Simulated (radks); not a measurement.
# Spin polarisation of the 5d shell in Hf

How much does Hf gain by aligning the spins in its 5d shell? The moment is raised step by step from zero.

Method: non-relativistic Kohn-Sham, BLYP, spin-polarised, spherical densities, point nucleus. Code: radks (a radial shooting solver on a logarithmic mesh, Libxc functionals) version 1.

## 1. The system

| Quantity | Value |
| --- | --- |
| element | hafnium (Z = 72) |
| charge | 0 |
| electrons | 72 |
| configuration | [Xe] 4f14 5d(up 1, down 1) 6s2 |

A shell typed twice in an input gives spin up, then spin down.

## 2. No moment

Input:

```text
Z 72
configuration [Xe] 4f14 5d1 5d1 6s2
relativity non-relativistic
functional b88,lyp
spin polarised
nucleus point
```

## 3. moment 0.5 in 5d

Input:

```text
Z 72
configuration [Xe] 4f14 5d1.25 5d0.75 6s2
relativity non-relativistic
functional b88,lyp
spin polarised
nucleus point
```

## 4. moment 1 in 5d

Input:

```text
Z 72
configuration [Xe] 4f14 5d1.5 5d0.5 6s2
relativity non-relativistic
functional b88,lyp
spin polarised
nucleus point
```

## 5. moment 1.5 in 5d

Input:

```text
Z 72
configuration [Xe] 4f14 5d1.75 5d0.25 6s2
relativity non-relativistic
functional b88,lyp
spin polarised
nucleus point
```

## 6. moment 2 in 5d

Input:

```text
Z 72
configuration [Xe] 4f14 5d2 5d0 6s2
relativity non-relativistic
functional b88,lyp
spin polarised
nucleus point
```

What does the calculation give? Wanted: for each run, moment; E − E(0); ε(5d up); ε(5d down); splitting.

The runs gave:

| moment (μB) | E − E(0) (eV) | ε(5d up) (eV) | ε(5d down) (eV) | splitting (eV) |
| --- | --- | --- | --- | --- |
| 0 | 0.000 | -3.574 | -3.574 | 0.000 |
| 0.5 | -0.030 | -3.687 | -3.449 | 0.238 |
| 1 | -0.119 | -3.786 | -3.313 | 0.473 |
| 1.5 | -0.266 | -3.871 | -3.168 | 0.703 |
| 2 | -0.470 | -3.939 | -3.015 | 0.924 |

**Reading.** At a moment of 2 μB the energy has fallen by 0.47 eV and the 5d levels split by 0.92 eV, 0.462 eV per μB. The Stoner form E = −I m²/4 would give I = 0.470 eV. The energy falls at every step, as Hund's first rule has it.
